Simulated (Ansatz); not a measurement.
Runs of Ansatz 0.2.0 on Ca3AsP. The structure is cubic, space group Pm-3m (No. 221). Conventional cell: a = 5.334 Å, b = 5.334 Å, c = 5.334 Å, α = 90.00°, β = 90.00°, γ = 90.00°. As (site symmetry m-3m) is surrounded by 12 Ca at 3.77 Å. Ca (site symmetry 4/mmm) is surrounded by 2 P at 2.67 Å. Around P (site symmetry m-3m) lie 6 Ca at 2.67 Å. The cell comes from a database or a generator and needn't be the stable form of this composition.

```tsv
level	cutoff (eV)	gap on the mesh (eV)	pressure (GPa)	relaxed volume (Å³/atom)
LDA	420	0.20	0.0	28.17
BLYP	420	0.23	0.0	31.26
r2SCAN	500	0.72	0.0	30.04
PBEsol	420	(c)	0.0	29.23
PBE	420	0.19	0.0	30.28
RPBE	420	0.23	0.0	(a)
revPBE	420	0.23	0.0	(b)
```

Alike in all rows: task relaxation of cell and atoms; potentials or basis Ansatz PAW; no spin polarisation; cell relaxed; k mesh 5 × 5 × 5; smearing fermi-dirac 0.05 eV.

Fill in the values left out.

(a) 31.32; (b) 31.07; (c) 0.21.

Caveats: odd divisions of the mesh miss points on the zone boundary, where band edges often lie, so the gap on the mesh can be too wide; the plane-wave basis is chosen anew once the cell has moved, so the energies of steps on either side of that aren't comparable; the PAW data sets come from PBE, with cores solved anew for the run's functional, which leaves a small shift of forces and pressure (some runs).

A k mesh can miss the band edges, and the runs leave out spin-orbit coupling on As.
